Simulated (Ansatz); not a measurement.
# NaOs: the cost of one run

Method: DFT PBE, scalar-relativistic, plane waves, PAW, unless a step names another level, in Ansatz 0.2.0.

2 further runs of the same task are left out: 2 set aside as unsound or not needed. Runs told in other sessions of the task aren't counted.

## Step 1: The structure to begin with

Symmetry: Pmmn, No. 59, orthorhombic system. Conventional cell: a = 2.729 Å, b = 3.876 Å, c = 8.420 Å, α = 90.00°, β = 90.00°, γ = 90.00°. Na (site symmetry mm2) is surrounded by 2 Na at 2.73 Å and 5 Os at 3.08 to 3.21 Å. Os (site symmetry mm2) is surrounded by 6 Os at 2.54 to 2.73 Å.

Coordinates:

```
CELL_PARAMETERS angstrom
2.72913 0.00000 0.00000
0.00000 3.87625 0.00000
0.00000 0.00000 8.41984
ATOMIC_POSITIONS crystal
Na 0.50000 0.00000 0.18822
Na 0.00000 0.50000 0.81178
Os 0.50000 0.00000 0.55434
Os 0.00000 0.50000 0.44566
```

It came out lowest among 21 distinct ends of the trial cells. At a tolerance of 0.05 Å it has space group Pmmn (No. 59).

## Step 2: A stricter relaxation, on the response runs' mesh and smearing

The input, input.yaml:

```yaml
crystal:
  lattice:
    - [2.7291283895, 0.0, 0.0]
    - [0.0, 3.8762451529, 0.0]
    - [0.0, 0.0, 8.4198397294]
  atoms:
    - { symbol: Na, position: [0.5, 0.0, 0.1882191066] }
    - { symbol: Na, position: [0.0, 0.5, 0.8117808934] }
    - { symbol: Os, position: [0.5, 0.0, 0.5543392619] }
    - { symbol: Os, position: [0.0, 0.5, 0.4456607381] }
basis:
  ecutwfc: 420
kpoints:
  mp_grid: { grid: [16, 10, 4] }
hamiltonian:
  xc: pbe
scf:
  occupations: { method: gaussian, width: 0.1 }
output:
  forces: true
  stress: true
  eigenvalues: true
relax:
  adjacent_minimum: "off"
  f_tol: 0.001
  max_steps: 60
  cell: { stress_tol: 0.01 }
```

Command:

```bash
> ansatz run input.yaml --threads 3 --pin off --max-ram 7680MiB --backend cpu --events-out ev --progress --plain --runs-dir out
```

What time and memory should one allow on 3 threads of Intel Xeon 6975P-C (Granite Rapids), shared host?

About 24 s, with a peak of 0.67 GiB.
